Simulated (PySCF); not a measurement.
# GeN with other numerical set-ups

The method stays; parts of the set-up, such as the basis or the Hamiltonian, are changed.

Program: PySCF 2.14.0. Level of theory: each script names its method and basis. These are calculated values, not measurements.

3 further runs of the same task are left out: 3 that didn't finish.

## Step 1: The starting structure

GeN: 2 atoms, charge 0, spin multiplicity 2.

Bond lengths: Ge1–N2 1.724 Å.

## Step 2: The run that the others are compared with

The input, input.py:

```python
from pyscf import gto, scf, mcscf

mol = gto.M(
    atom='Ge 0 0 0; N 0 0 1.724',
    basis='sbkjc',
    ecp={'Ge': 'sbkjc', 'N': 'sbkjc'},
    charge=0,
    spin=1,
    verbose=3,
)
mf = scf.ROHF(mol)
mf = mf.density_fit(auxbasis='def2-universal-jkfit')
mf.kernel()
mc = mcscf.CASSCF(mf, 4, 5)
mc.kernel()
mc.analyze()
mf.dip_moment()
print('orbital energies (hartree):', mf.mo_energy[..., max(0, mol.nelec[1]-3):mol.nelec[0]+3].round(4))
```

Started as:

```console
$ OMP_NUM_THREADS=1 python input.py
```

Its log is not repeated here.

In short: E(SCF) = -13.240072 Eh, E(CAS) − E(SCF) = -0.06032 Eh, μ = 3.54 D (of the SCF density).

The bond length is a typed value, not an optimised one.

## Step 3: Ano-rcc-vdzp (core potential off, X2C on)

Variant 1 changes basis set: sbkjc → ano-rcc-vdzp; core potential: on → off; spin-free X2C: off → on. The core potential changes with it: totals don't compare.

The input, input.py:

```python
from pyscf import gto, scf, mcscf

mol = gto.M(
    atom='Ge 0 0 0; N 0 0 1.724',
    basis='ano-rcc-vdzp',
    charge=0,
    spin=1,
    verbose=3,
)
mf = scf.ROHF(mol)
mf = mf.sfx2c1e()
mf = mf.density_fit(auxbasis='def2-universal-jkfit')
mf.kernel()
mc = mcscf.CASSCF(mf, 4, 5)
mc.kernel()
mc.analyze()
mf.dip_moment()
print('orbital energies (hartree):', mf.mo_energy[..., max(0, mol.nelec[1]-3):mol.nelec[0]+3].round(4))
```

Started as:

```console
$ OMP_NUM_THREADS=1 python input.py
```

## Step 4: 6-31g* (core potential off)

Variant 2 changes basis set: sbkjc → 6-31g*; core potential: on → off. The core potential changes with it: totals don't compare.

input.py: that of step 2 with these lines changed.

```diff
@@ -4,4 +4,3 @@
     atom='Ge 0 0 0; N 0 0 1.724',
-    basis='sbkjc',
-    ecp={'Ge': 'sbkjc', 'N': 'sbkjc'},
+    basis='6-31g*',
     charge=0,
```

What does the calculation give? Wanted: for each run, E(SCF); from base; SCF dipole; after the SCF.

The runs gave:

| run | E(SCF) (hartree) | from base (eV) | SCF dipole (D) | functions | after the SCF |
| --- | --- | --- | --- | --- | --- |
| base | -13.240072 | 0 | 3.54 | 16 | CASSCF correlation -1.641 eV |
| ano-rcc-vdzp (core potential off, X2C on) | -2151.464679 | not comparable | 3.42 | 41 | CASSCF correlation -1.827 eV |
| 6-31g* (core potential off) | -2129.392276 | not comparable | 3.18 | 46 | CASSCF correlation -1.766 eV |

**Reading.** The dearest run is “6-31g* (core potential off)”, at 39 s against 4.6 s.
